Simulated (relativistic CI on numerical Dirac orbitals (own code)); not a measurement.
**Br XXI (Br²⁰⁺): levels and lines**

Aim: the low levels of Br²⁰⁺, their labels and the strongest lines; runs with one setting changed show what the result hangs on.

The numbers are computed with relativistic CI on numerical Dirac orbitals (own code) version 4 (Dirac-Coulomb-Breit CI, KLI orbitals optimised for each configuration, model QED (radiative potential, 1s self-energy scaled to tabulated hydrogen-like ionisation energies)), except any that are marked as measured or tabulated.

## 1. The system

* ion: Br²⁰⁺ (Br XXI)
* nuclear charge: 35
* electrons: 15
* isotope: A = 79
* first configuration typed: [Ne] 3s2 3p3

Outer shells as boxes (Hund's rule):

first configuration typed
```
[Ne] core
3s [↑↓]
3p [↑ ][↑ ][↑ ]
```

## 2. Base run

Settings of the run:

```ini
atom Br  Z=35  charge=20  electrons=15
nucleus A=79  rms_radius_fm=4.1629
hamiltonian dirac-coulomb  breit=on  qed=on  c_scale=1
orbitals kli  potential=per-configuration
slater_scale 1
correlation none
mixing on
configurations
  [Ne] 3s2 3p3
  [Ne] 3s 3p4
  [Ne] 3s2 3p2 3d
  [Ne] 3p5
  [Ne] 3s 3p3 3d
  [Ne] 3p4 3d
  [Ne] 3s 3p2 3d2
  [Ne] 3s2 3p 3d 4p
  [Ne] 3p4 4s
  [Ne] 3s2 3p2 4s
  [Ne] 3p4 4p
  [Ne] 3s 3p2 3d 4s
  [Ne] 3s2 3p2 4p
  [Ne] 3s2 3p 3d2
  [Ne] 3s2 3d3
  [Ne] 3s 3p 3d3
  [Ne] 3s2 3d2 4s
  [Ne] 3s2 3d2 4p
  [Ne] 3p3 3d2
  [Ne] 3p2 3d3
  [Ne] 3p2 3d2 4s
  [Ne] 3p2 3d2 4p
  [Ne] 3s2 3p 3d 4s
  [Ne] 3s 3p 3d2 4s
  [Ne] 3s2 3d 4s2
  [Ne] 3s2 3d 4s 4p
end
```

The run is started by

```
$ python run_levels.py task.json out
```

The settings of every run stand in task.json; they run in order.

## 3. Without QED terms

Settings: those of step 2 with these lines changed.

```diff
@@ -2,3 +2,3 @@
 nucleus A=79  rms_radius_fm=4.1629
-hamiltonian dirac-coulomb  breit=on  qed=on  c_scale=1
+hamiltonian dirac-coulomb  breit=on  qed=off  c_scale=1
 orbitals kli  potential=per-configuration
```

## 4. Non-relativistic limit (c × 1000)

Settings: those of step 3 with these lines changed.

```diff
@@ -2,3 +2,3 @@
 nucleus A=79  rms_radius_fm=4.1629
-hamiltonian dirac-coulomb  breit=on  qed=off  c_scale=1
+hamiltonian dirac-coulomb  breit=off  qed=off  c_scale=1000
 orbitals kli  potential=per-configuration
```

(Steps that only read results are left out.)

What does the calculation give? Wanted: lowest level; first excitation; lowest level of the other parity; fastest E1 line; ionisation energy.

As calculated:

| run | time | mean size of shift, levels followed (cm⁻¹) | lowest level | ionisation energy (eV) |
| --- | --- | --- | --- | --- |
| main run | 1.3 s | 0 | 3p3 4S°3/2 | 860.92 |
| without QED terms | 1 s | 897 | 3p3 4S°3/2 | 860.92 |
| non-relativistic limit (c × 1000) | 0.9 s | 65281 | 3p3 4S°3/2 | - |

The semi-empirical ionisation energy (NIST) is 870 eV.

```
                                                                         quantity                        value
                                                                     lowest level                   3p3 4S°3/2
                                                                 first excitation       3p3 2D°3/2, 73062 cm⁻¹
                                                 lowest level of the other parity    3s 3p4 4P5/2, 484136 cm⁻¹
                                                              levels in the model                         2360
fastest E1 line (by rate) to the lowest level among the lowest 200 of 2360 levels  11.60 nm, from 3p2 3d 4P5/2
                                                                ionisation energy                    860.92 eV
                                         ionisation energy, semi-empirical (NIST)                       870 eV
```

**Reading.** 3p3 4S°3/2 comes out lowest; its LS label holds 73 % and its jj label 70 %; over the low levels the means are 70 and 63 %, so they are in intermediate coupling. Against the semi-empirical ionisation energy the result lies 1.0 % low. Of the changes tried, the run «non-relativistic limit (c × 1000)» moves the low levels most, by 65281 cm⁻¹ on average. Lifetimes count radiative decay inside the model alone.
